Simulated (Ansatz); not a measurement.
# SnH₂+ (quartet): wave-function methods side by side, def2-TZVPP

One table from this session's results is given with a row withheld; the runs are named, their logs left out.

Method: def2-TZVPP, core rule «outside noble gas», up to 9 orbitals frozen; program: Ansatz 0.2.0, Gaussian basis.

The runs, in order: UHF; CCSD(T) on ROHF; CCSD(T) on UHF; BCCD(T) on ROHF; CCSDT(Q) on ROHF; CCSDT(Q) on UHF; CASSCF and MRCISD+Q, 5 electrons in 6 orbitals; CASSCF and MRCISD+Q(relaxed), 5 electrons in 6 orbitals; CASSCF and NEVPT2, 5 electrons in 6 orbitals.

23 further runs of the same task are left out: 7 that didn't finish, 16 set aside as unsound or not needed. Runs told in other sessions of the task aren't counted.

## What is computed

The geometry is a PBE0/def2-TZVP stationary point (not a proven minimum) of the parent state, kept for this charge and spin. No spin-orbit coupling is included. Elements past krypton take def2 core potentials.

3 atoms, charge 1, spin multiplicity 4.

Atoms are counted from 1 here; the program's logs count them from 0.

Bond lengths: Sn1–H2 1.715 Å, Sn1–H3 1.715 Å. Angles: H2–Sn1–H3 119.7°.

Set-up of the first run:

Input file in.yaml:

```yaml
crystal:
  periodic: [false, false, false]
  atoms:
    - {symbol: Sn, position_ang: [0.000000, -0.014391, 0.000000]}
    - {symbol: H, position_ang: [0.000000, 0.847453, -1.482753]}
    - {symbol: H, position_ang: [0.000000, 0.847453, 1.482753]}
basis:
  gaussian: {orbitals: def2-TZVPP}
total_charge: 1
magnetization: {spin_polarized: true, initial_magnetization: 3}
hamiltonian: {xc: hf}
output: {orbitals: {seedname: orbitals}}
```

On the command line:

```sh
ansatz run in.yaml --threads 1 --pin off --events-out ev --progress --plain --max-ram 2393MiB
```

Among the steps run: UHF; CCSD(T) on ROHF; CCSD(T) on UHF; BCCD(T) on ROHF; CCSDT(Q) on ROHF; CCSDT(Q) on UHF; CASSCF and MRCISD+Q, 5 electrons in 6 orbitals; CASSCF and MRCISD+Q(relaxed), 5 electrons in 6 orbitals; CASSCF and NEVPT2, 5 electrons in 6 orbitals.

One table of the session follows, with a row left open; its other results are not shown here.

It belongs to the step «Misses and costs». 

```
                   method  from RCCSDT(Q) (meV)
                     ROHF               +2272.5
                      UHF               +1918.4
                     RMP2                +506.6
                     UMP2                +532.5
                    RCCSD                 +81.5
                    UCCSD                 +38.6
                 RCCSD(T)                 +18.6
                 UCCSD(T)                 -18.3
                  BCCD(T)                 +19.3
                   RCCSDT                  +1.9
                   UCCSDT                 -35.1
                RCCSDT(Q)                     0
                UCCSDT(Q)                 -36.7
           CASSCF valence               +1219.2
           NEVPT2 valence                +298.9
           MRCISD valence                 +36.9
         MRCISD+Q valence                  -2.1
MRCISD+Q(relaxed) valence                     ?
```

Estimate the missing values for MRCISD+Q(relaxed) valence.

**Answer.** from RCCSDT(Q) (meV): -18.0. In the column «from RCCSDT(Q) (meV)» it lies between UCCSD(T) (-18.3) and MRCISD+Q valence (-2.1).

To keep in mind: Restricted and unrestricted rows rest on different reference determinants; a gap between their highest levels can come from leftover correlation error, from unlike frozen cores or from another state.
